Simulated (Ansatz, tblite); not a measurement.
**The cluster TaH3O4: rung by rung**

How do method and basis change the picture of the cluster TaH3O4 (singlet)?

Computed with Ansatz 0.2.0, Gaussian basis. Level: as each input shows.

Levels to be run: GFN1-xTB, GFN2-xTB, PBE-D4/def2-TZVP, r2SCAN-D4/def2-TZVP, PBE-QIDH/def2-TZVP, HF/def2-TZVP, B97M-V/def2-TZVP, ωB97M-V/def2-TZVP, ωB97X-V/def2-TZVP, LDA/def2-TZVP, B3LYP-D4/def2-TZVP, PBE-D4/def2-SVP, PBE0-D4/def2-SVP, PBE0-D4/def2-TZVPD, PBE-D4/def2-TZVPD, r2SCAN-D4/def2-TZVPD, CCSD(T)/def2-TZVP, RPA/def2-TZVP.

## (1) The structure

The geometry is that of the singlet, from an earlier relaxation (PBE-D4/def2-SVP). At that level it is the lowest of the isomers that a small search found.

8 atoms, charge 0, spin multiplicity 1.

Bond lengths: Ta1–O2 1.940 Å, Ta1–O3 1.941 Å, Ta1–O4 1.901 Å, Ta1–O5 1.901 Å, Ta1–H6 1.776 Å, O2–O3 1.485 Å, O4–H8 0.972 Å, O5–H7 0.972 Å. Angles: O2–Ta1–O3 45.0°, O2–Ta1–O4 111.9°, O2–Ta1–O5 111.9°, O2–Ta1–H6 123.2°, O3–Ta1–O4 124.2°, O3–Ta1–O5 124.2°, O3–Ta1–H6 78.2°, O4–Ta1–O5 111.5°, O4–Ta1–H6 98.5°, O5–Ta1–H6 98.5°, Ta1–O2–O3 67.5°, Ta1–O3–O2 67.5°, Ta1–O4–H8 137.2°, Ta1–O5–H7 137.3°.

Ta takes a core potential in the def2 sets. No spin-orbit coupling is included.

PBE0-D4/def2-TZVP was run before; its log isn't repeated, and its numbers join the tables.

## (2) GFN1-xTB

Tight binding, by tblite at 300 K electronic temperature and without a spin-polarisation term:

```python
tblite.interface.Calculator('GFN1-xTB', numbers, positions, charge=0, uhf=0).singlepoint()
```

Energy -610.1336 eV, HOMO -11.21 eV, LUMO -7.75 eV; 0.004 s.

## (3) GFN2-xTB

Tight binding, by tblite at 300 K electronic temperature and without a spin-polarisation term:

```python
tblite.interface.Calculator('GFN2-xTB', numbers, positions, charge=0, uhf=0).singlepoint()
```

Energy -536.0679 eV, HOMO -11.09 eV, LUMO -7.95 eV; 0.004 s.

## (4) PBE-D4/def2-TZVP

start.molden holds the orbitals of an earlier run on this state, given as this run's starting guess.

File in.yaml:

```yaml
crystal:
  periodic: [false, false, false]
  atoms:
    - {symbol: Ta, position_ang: [0.034486, -0.031257, 0.007807]}
    - {symbol: O, position_ang: [1.191108, -1.585454, 0.100876]}
    - {symbol: O, position_ang: [1.777406, -0.400614, 0.777327]}
    - {symbol: O, position_ang: [-0.242288, 0.540211, -1.783807]}
    - {symbol: O, position_ang: [-1.614413, -0.318420, 0.908693]}
    - {symbol: H, position_ang: [0.454844, 1.538734, 0.722554]}
    - {symbol: H, position_ang: [-1.907071, -0.563131, 1.802630]}
    - {symbol: H, position_ang: [0.305928, 0.819920, -2.536079]}
basis:
  gaussian: {orbitals: def2-TZVP, initial_orbitals: start.molden}
hamiltonian: {xc: pbe, dispersion: d4}
scf: {omitted_lower_state_checks: [starts]}
output: {orbitals: {seedname: orbitals}}
```

Launch:

```bash
> ansatz run in.yaml --threads 4 --pin off --events-out ev --progress --plain --max-ram 3916MiB
```

The runs that follow: r2SCAN-D4/def2-TZVP; PBE-QIDH/def2-TZVP; HF/def2-TZVP; B97M-V/def2-TZVP; ωB97M-V/def2-TZVP; ωB97X-V/def2-TZVP; LDA/def2-TZVP; B3LYP-D4/def2-TZVP; PBE-D4/def2-SVP; PBE0-D4/def2-SVP; PBE0-D4/def2-TZVPD; PBE-D4/def2-TZVPD; r2SCAN-D4/def2-TZVPD; CCSD(T)/def2-TZVP; RPA/def2-TZVP.

Before running them: what should the planned runs give, taken together? Wanted: gap in def2-TZVP, named functionals and Hartree-Fock, smallest and largest; correlation energy, CCSD(T)/def2-TZVP; binding an atom, CCSD(T)/def2-TZVP; PBE0 total energy, smallest basis above largest.

**Answer**, as computed:

| quantity | value |
| --- | --- |
| gap in def2-TZVP, named functionals and Hartree-Fock, smallest and largest | 3.70 eV (LDA), 13.82 eV (HF) |
| correlation energy, CCSD(T)/def2-TZVP | -37.13 eV |
| binding an atom, CCSD(T)/def2-TZVP | 4.085 eV |
| PBE0 total energy, smallest basis above largest | 10.67 eV (def2-SVP, def2-TZVPD) |

In words: Over the named functionals and Hartree-Fock in def2-TZVP the gap runs from 3.70 eV (LDA) to 13.82 eV (HF); exact exchange widens it. The functionals in def2-TZVP miss CCSD(T)/def2-TZVP by +0.054 (PBE0-D4) to +0.993 eV (LDA) an atom. CCSD(T)/def2-TZVP isn't at the basis-set limit; small misses against it rank nothing.
